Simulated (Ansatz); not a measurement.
# BrFHInS: up Jacob's ladder to CCSD(T)

One table from this session's results is given with a row withheld; the runs are named, their logs left out.

Computed with Ansatz 0.2.0, Gaussian basis. Level: functionals in def2-TZVPP, the program's frozen cores in correlated methods.

Plan: PBE-D4, r2SCAN-D4, PBE0-D4, B3LYP-D4, ωB97X-V, ωB97M-V, B2PLYP; CCSD(T)/def2-TZVPP; CCSD(T)/def2-QZVPP; extrapolation to the limit.

### The geometry

The geometry comes from an earlier relaxation with PBE0-D4 in a triple-zeta def2 set; it is a stationary point. In takes the def2 core potential; no spin-orbit term is included.

5 atoms, charge 0, spin multiplicity 1.

Atoms are counted from 1 here; the program's logs count them from 0.

Bond lengths: F1–In2 1.940 Å, In2–S3 2.350 Å, In2–Br4 2.433 Å, S3–H5 1.346 Å. Angles: F1–In2–S3 116.5°, F1–In2–Br4 115.5°, S3–In2–Br4 128.0°, In2–S3–H5 91.4°.

Coordinates:

```xyz
5
BrFHInS
F    -1.52100    0.33805   -1.27558
In   -0.22987   -0.46987   -0.07447
S     1.37414    0.96973    0.86294
Br   -0.47685   -2.86457    0.27443
H     0.85358    2.02666    0.21268
```

The first run:

in.yaml reads:

```yaml
crystal:
  periodic: [false, false, false]
  atoms:
    - {symbol: F, position_ang: [-1.520999, 0.338051, -1.275576]}
    - {symbol: In, position_ang: [-0.229868, -0.469874, -0.074469]}
    - {symbol: S, position_ang: [1.374137, 0.969728, 0.862941]}
    - {symbol: Br, position_ang: [-0.476852, -2.864570, 0.274426]}
    - {symbol: H, position_ang: [0.853582, 2.026664, 0.212678]}
basis:
  gaussian: {orbitals: def2-TZVPP}
hamiltonian: {xc: pbe, dispersion: d4}
output: {forces: true, orbitals: {seedname: orbitals}}
```

Started as:

```sh
$ ansatz run in.yaml --threads 2 --pin off --events-out ev --progress --plain --max-ram 32768MiB --backend cpu
```

Steps of the session up to this table: PBE-D4 (GGA); r2SCAN-D4 (meta-GGA); PBE0-D4 (hybrid); B3LYP-D4 (hybrid); ωB97X-V (range-separated); ωB97M-V (range-separated); B2PLYP (double hybrid); CCSD(T) in def2-TZVPP; CCSD(T) in def2-QZVPP.

One table of the session follows, with a row left open; its other results are not shown here.

It belongs to the step «Atomisation energies». 

```
            method  atomisation energy (kcal/mol)
            PBE-D4                          326.5
         r2SCAN-D4                              ?
           PBE0-D4                          317.5
          B3LYP-D4                          311.7
           ωB97X-V                          324.2
           ωB97M-V                          321.0
            B2PLYP                          311.6
     HF/def2-TZVPP                          217.8
    MP2/def2-TZVPP                          322.1
   CCSD/def2-TZVPP                          302.1
CCSD(T)/def2-TZVPP                          310.7
           MP2/CBS                          337.5
       CCSD(T)/CBS                          326.2
```

Estimate the missing values for r2SCAN-D4.

As computed: atomisation energy (kcal/mol): 324.3. In the column «atomisation energy (kcal/mol)» it lies between ωB97X-V (324.2) and CCSD(T)/CBS (326.2).

To keep in mind: Free atoms (1 F, 1 In, 1 S, 1 Br, 1 H) were run apart at each level; the atomisation energy is their sum less the molecule, without zero-point or spin-orbit terms.
